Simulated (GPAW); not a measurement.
# HfB (Fm-3m) in GPAW: a series of runs, part 2 of 2

GPAW 26.7.0.

**3. Fermi surface, RPBE+D3(BJ)**

run.py reads:

```python
import json
import numpy as np
from ase.calculators.mixing import SumCalculator
from ase.dft.bandgap import bandgap
from ase.io import read, write
from ase.units import GPa
from dftd3.ase import DFTD3
from gpaw import GPAW, PW

atoms = read('POSCAR')

calc = GPAW(mode=PW(680),
            xc='RPBE',
            kpts={'size': (5, 5, 5), 'gamma': True},
            occupations={'name': 'fermi-dirac', 'width': 0.01},
            nbands=17,
            convergence={'density': 1e-05, 'energy': 1e-05},
            maxiter=150,
            txt='gpaw.txt')
atoms.calc = SumCalculator([calc, DFTD3(method='rpbe', damping='d3bj')])
energy = atoms.get_potential_energy()
forces = atoms.get_forces()
stress = atoms.get_stress()
calc.write('gs.gpw')
write('result.traj', atoms)
print(f'Energy: {energy:.6f} eV')
print('Forces (eV/A):')
print(forces.round(4))
print('Stress (GPa):', (stress / GPa).round(3))
print('Fermi level:', round(calc.get_fermi_level(), 4), 'eV')
print(f'Gap: {bandgap(calc)[0]:.4f} eV, direct: {bandgap(calc, direct=True)[0]:.4f} eV')

size = (8, 8, 8)
dense = calc.fixed_density(kpts={'size': size, 'gamma': True}, update_fermi_level=True,
                           convergence={'bands': 'CBM+2.0', 'eigenstates': 1e-7}, txt='dense.txt')
ef = dense.get_fermi_level()
index = np.round(dense.get_bz_k_points() * size).astype(int) % size
recip = 2 * np.pi * atoms.cell.reciprocal()
sheets = []
for s, e_kn in enumerate(dense.eigenvalues()):
    for n in range(e_kn.shape[1] - 2):
        if e_kn[:, n].min() < ef < e_kn[:, n].max():
            e = np.empty(size)
            e[tuple(index.T)] = e_kn[dense.get_bz_to_ibz_map(), n] - ef
            de = np.array([(np.roll(e, -1, c) - np.roll(e, 1, c)) * size[c] / 2 for c in range(3)])
            v = np.linalg.norm(np.einsum('vc,cxyz->vxyz', np.linalg.inv(recip), de), axis=0)
            w = np.exp(-(e / 0.1)**2) / (0.1 * np.pi**0.5)
            sheets.append({'spin': s, 'band': n, 'filled': (e < 0).mean(), 'dos': w.mean(), 'bottom': e.min(), 'top': e.max(),
                           'velocity': (w * v).sum() / w.sum() * 1.519267e5, 'slice': e[:, :, 0].round(3).tolist()})
            print(f'spin {s} band {n}: filled share {sheets[-1]["filled"]:.3f}, from {e.min():.3f} to {e.max():.3f} eV,',
                  f'{w.mean():.3f} states/eV, mean velocity {sheets[-1]["velocity"]:.3e} m/s')
print('Fermi level on the dense mesh:', round(ef, 4), 'eV,', len(sheets), 'sheets')
json.dump({'ef': ef, 'sheets': sheets}, open('fermi.json', 'w'))
```

POSCAR reads:

```
HfB
1.0
    0.0000000000      2.3100000000      2.3100000000
    2.3100000000      0.0000000000      2.3100000000
    2.3100000000      2.3100000000      0.0000000000
Hf B
1 1
Direct
    0.5000000000      0.5000000000      0.5000000000
    0.0000000000      0.0000000000      0.0000000000
```

Potentials or basis: the program's PAW data sets (release 1.2.1) made for this functional, pw.

Launch:

```console
$ OMP_NUM_THREADS=1 python run.py
```

gpaw.txt:

```text
__  _  _
 | _ |_)|_||  |
 |__||  | ||/\| - 26.7.0

Input parameters:
  mode=PW(ecut=680.0),
  convergence={'density': 1e-05, 'energy': 1e-05},
  kpts=MonkhorstPack(size=(5, 5, 5), gamma=True),
  maxiter=150,
  nbands=17,
  occupations=Occupations(name='fermi-dirac', width=0.01),
  xc=XC(name='RPBE')

Diagonalizing LCAO Hamiltonian
Converting LCAO to pw mode

               Hf

       B

Atoms  # Å, Bohr magnetons
|   | symbol |        x |        y |        z |    initial magnetic moments |
|---|--------|----------|----------|----------|-----------------------------|
| 0 |     Hf | 2.310000 | 2.310000 | 2.310000 | ( 0.0000,  0.0000,  0.0000) |
| 1 |      B | 0.000000 | 0.000000 | 0.000000 | ( 0.0000,  0.0000,  0.0000) |

Unit cell  # Å
| periodic |        x |        y |        z |  lengths |    angles |
|----------|----------|----------|----------|----------|-----------|
|      yes | 0.000000 | 2.310000 | 2.310000 | 3.266833 | 60.000000 |
[... 200 lines left out ...]
Energy contributions:
  Kinetic:          39.119381
  Coulomb:         -34.548851
  Zero:             -0.468632
  External:          0.000000
  Xc:              -17.914458
  Entropy:          -0.002632
  Spinorbit:         0.000000
  ----------------------------
  Free energy:     -13.815192
  Extrapolated:    -13.813876

dipole moment: (-7.108151, -7.108151, -7.108151)  # |e|*Ang

Fermi level: 10.776
Eigenvalues  # (at kpt = [0.000, 0.000, 0.000])
| band index |      eig [eV] | occ [0-2] |
|------------|---------------|-----------|
|          0 |       -49.146 |     2.000 |
|          1 |       -17.860 |     2.000 |
|          2 |       -17.860 |     2.000 |
|          3 |       -17.860 |     2.000 |
|          4 |         0.955 |     2.000 |
|          5 |        12.737 |     0.000 |
|          6 |        12.737 |     0.000 |
|          7 |        12.737 |     0.000 |
|          8 |        14.554 |     0.000 |
|          9 |        14.554 |     0.000 |
|         10 |        14.554 |     0.000 |
|         11 |        14.763 |     0.000 |
|         12 |        14.763 |     0.000 |
|        ... |               |           |
|         16 |        35.928 |     0.000 |

No gap
No difference between direct/indirect transitions

Forces  # eV/Ang
|       x |        y |       z |
|---------|----------|---------|
| 0.00000 |  0.00000 | 0.00000 |  # Hf   0
| 0.00000 | -0.00000 | 0.00000 |  # B    1

Stress tensor  # eV/Ang^3
|         x |         y |         z |
|-----------|-----------|-----------|
| -0.232004 |  0.000000 | -0.000000 |
|  0.000000 | -0.232004 | -0.000000 |
| -0.000000 | -0.000000 | -0.232004 |

# Writing to gs.gpw (mode='')
```

Wall time 12 s (1 thread of AMD EPYC 7R43 (Zen 3), shared host); peak memory 0.18 GiB.

What came out:

- Free energy: -18.9397 eV
- Pressure: 2.3 GPa
- Band gap on the k mesh: none (metal or under the smearing width)
- Dispersion energy per atom: -2.562 eV

Levels at points of the mesh, in eV from the Fermi level:
```
           k point  band 5  band 6  band 7  band 8  band 9  band 10
(0.00, 0.00, 0.00)   -9.82    1.96    1.96    1.96    3.78     3.78
```

Caveat: the k mesh is coarse (spacing up to 0.47 Å⁻¹), so the values aren't converged; the cutoff is short for stress and forces, so pressures can be off by a GPa or more; pairwise dispersion overbinds metals, which lowers pressure and volume. Spin-orbit coupling is left out, which matters for the levels of Hf.

**4. Density of states, MS2**

run.py reads:

```python
import numpy as np
from ase.dft.bandgap import bandgap
from ase.io import read, write
from ase.units import GPa
from gpaw import GPAW, PW

atoms = read('HfB.xyz')

calc = GPAW(mode=PW(680),
            xc='MGGA_X_MS2+GGA_C_REGTPSS',
            kpts={'size': (5, 5, 5), 'gamma': True},
            occupations={'name': 'fermi-dirac', 'width': 0.01},
            nbands=17,
            convergence={'density': 1e-05, 'energy': 1e-05},
            random=True,
            maxiter=60,
            txt='gpaw.txt')
atoms.calc = calc
energy = atoms.get_potential_energy()
forces = atoms.get_forces()
stress = atoms.get_stress()
calc.write('gs.gpw')
write('result.traj', atoms)
print(f'Energy: {energy:.6f} eV')
print('Forces (eV/A):')
print(forces.round(4))
print('Stress (GPa):', (stress / GPa).round(3))
print('Fermi level:', round(calc.get_fermi_level(), 4), 'eV')
print(f'Gap: {bandgap(calc)[0]:.4f} eV, direct: {bandgap(calc, direct=True)[0]:.4f} eV')

dense = calc.fixed_density(kpts={'size': (7, 7, 7), 'gamma': True}, update_fermi_level=True, random=False,
                           nbands=26, convergence={'bands': 'CBM+6.0', 'eigenstates': 1e-6}, txt='dos.txt')
ef = dense.get_fermi_level()
dos = dense.dos(shift_fermi_level=False)
energies = np.linspace(ef - 14, ef + 6, 401)
spins = [None]
columns = [energies] + [dos.raw_dos(energies, spin=s, width=0.0) for s in spins]
for symbol, l in [('B', 0), ('B', 1), ('Hf', 0), ('Hf', 1), ('Hf', 2)]:
    for s in spins:
        columns.append(sum(dos.raw_pdos(energies, a=a.index, l=l, spin=s, width=0.0)
                           for a in atoms if a.symbol == symbol))
np.savetxt('dos.dat', np.array(columns).T, fmt='%.4f')
print('Fermi level on the dense mesh:', round(ef, 4), 'eV')
```

HfB.xyz reads:

```xyz
2
Lattice="0.0000000000 2.3100000000 2.3100000000 2.3100000000 0.0000000000 2.3100000000 2.3100000000 2.3100000000 0.0000000000" Properties=species:S:1:pos:R:3 pbc="T T T"
Hf     2.3100000000      2.3100000000      2.3100000000
B      0.0000000000      0.0000000000      0.0000000000
```

Potentials or basis: GPAW PAW data sets (gpaw-data 1.2.1), pw.

Launch:

```console
$ OMP_NUM_THREADS=1 python run.py
```

It took 35 s on 1 thread of AMD EPYC 7R43 (Zen 3), shared host; peak memory 0.29 GiB.

The run converged. Its results:

| Property | Result |
| --- | --- |
| Free energy | 10.2939 eV |
| Pressure | 27.8 GPa |
| Band gap on the k mesh | none (metal or under the smearing width) |
| Density of states at the Fermi level | 1.01 states/eV per cell |

Levels at points of the mesh, in eV from the Fermi level:
```
           k point  band 3  band 4  band 5  band 6  band 7  band 8  band 9  band 10  band 11  band 12
(0.00, 0.00, 0.00)  -28.58  -28.58  -10.16    1.99    1.99    1.99    3.87     3.87     3.87     4.14
```

States per cell in windows of 0.5 eV (zero at the Fermi level; states under -8 eV left out):
| from (eV) | total |
| --- | --- |
| -8.0 | 0.11 |
| -7.5 | 0.16 |
| -7.0 | 0.37 |
| -6.5 | 0.45 |
| -6.0 | 0.55 |
| -5.5 | 0.16 |
| -5.0 | 0.00 |
| -4.5 | 0.05 |
| -4.0 | 0.17 |
| -3.5 | 0.31 |
| -3.0 | 0.45 |
| -2.5 | 0.44 |
| -2.0 | 0.29 |
| -1.5 | 1.15 |
| -1.0 | 1.02 |
| -0.5 | 0.86 |
| 0.0 | 0.43 |
| 0.5 | 0.31 |
| 1.0 | 0.21 |
| 1.5 | 0.10 |
| 2.0 | 0.12 |
| 2.5 | 0.26 |
| 3.0 | 0.29 |
| 3.5 | 0.32 |
| 4.0 | 0.39 |
| 4.5 | 0.49 |
| 5.0 | 0.34 |
| 5.5 | 0.30 |

Caveat: the k mesh is coarse (spacing up to 0.47 Å⁻¹), so the values aren't converged; the cutoff is short for stress and forces, so pressures can be off by a GPa or more; so large a pressure means that the cell lies far from this level's equilibrium, or that cutoff or potentials fall short; the potentials were made for another functional, which shifts forces and pressure.

**5. The runs side by side**

| task | level | potentials or basis | k mesh | cutoff (eV) | smearing | maxiter | fermi k mesh | random start of the orbitals | k mesh for the DOS | dos width | other keys | mesh quality | gap on the mesh (eV) | pressure (GPa) |
| --- | --- | --- | --- | --- | --- | --- | --- | --- | --- | --- | --- | --- | --- | --- |
| equation of state | r2SCAN | GPAW PAW data sets (gpaw-data 1.2.1), pw | 10 × 10 × 10 | 800 | fermi-dirac 0.05 eV | 150 | - | - | - | - | - | not flagged | - | - |
| Fermi surface | RPBE+D3(BJ) | the program's PAW data sets (release 1.2.1) made for this functional, pw | 5 × 5 × 5 | 680 | fermi-dirac 0.01 eV | 150 | 8 × 8 × 8 | - | - | - | - | coarse | none | 2.3 |
| density of states | MS2 | GPAW PAW data sets (gpaw-data 1.2.1), pw | 5 × 5 × 5 | 680 | fermi-dirac 0.01 eV | 60 | - | yes | 7 × 7 × 7 | 0 eV | several, not listed | coarse | none | 27.8 |

Alike in all rows: no spin polarisation; cell as given.

Caveats: some runs use coarse meshes; the cutoff is short for stress and forces, so pressures can be off by a GPa or more (some runs); the PAW data sets were made with another functional, which shifts forces and pressure a little (some runs); pairwise dispersion overbinds metals, which lowers pressure and volume (some runs); so large a pressure means that the cell lies far from this level's equilibrium, or that cutoff or potentials fall short (some runs); the potentials were made for another functional, which shifts forces and pressure (some runs).

Total energies depend on the potentials used, so only differences within one code and one set of settings carry meaning.
